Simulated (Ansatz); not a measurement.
# C3H9NSi: a ladder of functionals and wavefunction methods

An exercise on one series of results from a longer session: the logs are not shown, and one member is left open.

Computed with Ansatz 0.2.0, Gaussian basis. Level: functionals in def2-TZVPP, the program's frozen cores in correlated methods.

The runs, in order: LDA (SPW92), PBE-D4, revPBE-D4, BLYP-D4, r2SCAN-D4, B97M-V, PBE0-D4, B3LYP-D4, r2SCANh-D4, r2SCAN0-D4, HSE06-D4, BHLYP-D4, CAM-B3LYP-D4, LC-ωPBE, ωB97X-V, ωB97M-V, B2PLYP, PBE-QIDH; CCSD(T)/def2-SVP; CCSD(T)/def2-TZVPP; MP2/def2-QZVPP; extrapolation to the limit; RPA on PBE.

**The geometry**

An earlier PBE0-D4 in a triple-zeta def2 set relaxation fixed the geometry.

SMILES `C[Si]N(C)C`, 14 atoms, charge 0, spin multiplicity 1.

Atoms are counted from 1 here; the program's logs count them from 0.

Bond lengths: C1–Si2 1.908 Å, C1–H6 1.096 Å, C1–H7 1.096 Å, C1–H8 1.093 Å, Si2–N3 1.719 Å, N3–C4 1.444 Å, N3–C5 1.449 Å, C4–H9 1.088 Å, C4–H10 1.097 Å, C4–H11 1.097 Å, C5–H12 1.097 Å, C5–H13 1.097 Å, C5–H14 1.092 Å. Angles: Si2–C1–H6 112.2°, Si2–C1–H7 112.3°, Si2–C1–H8 109.3°, H6–C1–H7 107.8°, H6–C1–H8 107.6°, H7–C1–H8 107.6°, C1–Si2–N3 101.5°, Si2–N3–C4 129.9°, Si2–N3–C5 118.4°, C4–N3–C5 111.8°, N3–C4–H9 111.2°, N3–C4–H10 110.8°, N3–C4–H11 110.8°, H9–C4–H10 108.3°, H9–C4–H11 108.3°, H10–C4–H11 107.2°, N3–C5–H12 111.1°, N3–C5–H13 111.1° and more.

Set-up of the first run:

File in.yaml:

```yaml
crystal:
  periodic: [false, false, false]
  atoms:
    - {symbol: C, position_ang: [-1.926928, 0.083857, 1.290031]}
    - {symbol: Si, position_ang: [-0.859967, 1.344248, 0.334757]}
    - {symbol: N, position_ang: [0.370441, 0.332328, -0.310895]}
    - {symbol: C, position_ang: [0.561794, -1.093109, -0.176987]}
    - {symbol: C, position_ang: [1.404995, 0.939127, -1.123545]}
    - {symbol: H, position_ang: [-2.344849, -0.686650, 0.632231]}
    - {symbol: H, position_ang: [-1.362497, -0.422496, 2.081162]}
    - {symbol: H, position_ang: [-2.763722, 0.604311, 1.762257]}
    - {symbol: H, position_ang: [-0.219631, -1.539167, 0.434369]}
    - {symbol: H, position_ang: [1.531363, -1.314458, 0.286965]}
    - {symbol: H, position_ang: [0.552143, -1.581751, -1.159560]}
    - {symbol: H, position_ang: [2.397159, 0.779287, -0.683394]}
    - {symbol: H, position_ang: [1.415112, 0.511299, -2.133763]}
    - {symbol: H, position_ang: [1.231584, 2.013975, -1.204729]}
basis:
  gaussian: {orbitals: def2-TZVPP}
hamiltonian: {xc: lda}
output: {orbitals: {seedname: orbitals}}
```

Steps of the session up to this table: LDA; PBE-D4 (GGA); revPBE-D4 (GGA); BLYP-D4 (GGA); r2SCAN-D4 (meta-GGA); B97M-V (meta-GGA); PBE0-D4 (hybrid); B3LYP-D4 (hybrid); r2SCANh-D4 (hybrid); r2SCAN0-D4 (hybrid); HSE06-D4 (hybrid); BHLYP-D4 (hybrid); CAM-B3LYP-D4 (range-separated); LC-ωPBE-D4 (range-separated; the results give it without D4); ωB97X-V (range-separated); ωB97M-V (range-separated); B2PLYP (double hybrid); PBE-QIDH (double hybrid).

One table of the session follows, with a row left open; its other results are not shown here.

It belongs to the step «Orbital energies across the functionals». 

| functional | HOMO (eV) | gap (eV) |
| --- | --- | --- |
| LDA (SPW92) | -4.91 | 2.86 |
| PBE-D4 | -4.82 | 2.91 |
| revPBE-D4 | -4.78 | 2.93 |
| BLYP-D4 | ? | ? |
| r2SCAN-D4 | -5.00 | 3.20 |
| B97M-V | -5.11 | 3.32 |
| PBE0-D4 | -5.88 | 4.77 |
| B3LYP-D4 | -5.71 | 4.41 |
| r2SCANh-D4 | -5.40 | 3.90 |
| r2SCAN0-D4 | -6.00 | 4.94 |
| HSE06-D4 | -5.48 | 3.99 |
| BHLYP-D4 | -6.85 | 6.62 |
| CAM-B3LYP-D4 | -7.18 | 7.13 |
| LC-ωPBE | -8.46 | 9.48 |
| ωB97X-V | -8.16 | 9.07 |
| ωB97M-V | -8.00 | 8.79 |

Q: Estimate the row for BLYP-D4 from the others.

Worked estimate for «HOMO (eV)». Against the share of exact exchange, B3LYP-D4 (0.2, -5.71), BHLYP-D4 (0.5, -6.85) give a slope of -3.80 per unit share; at 0 the line stands at -4.95.

As computed: HOMO (eV): -4.70; gap (eV): 2.92. In «HOMO (eV)» the line misses by -0.25.
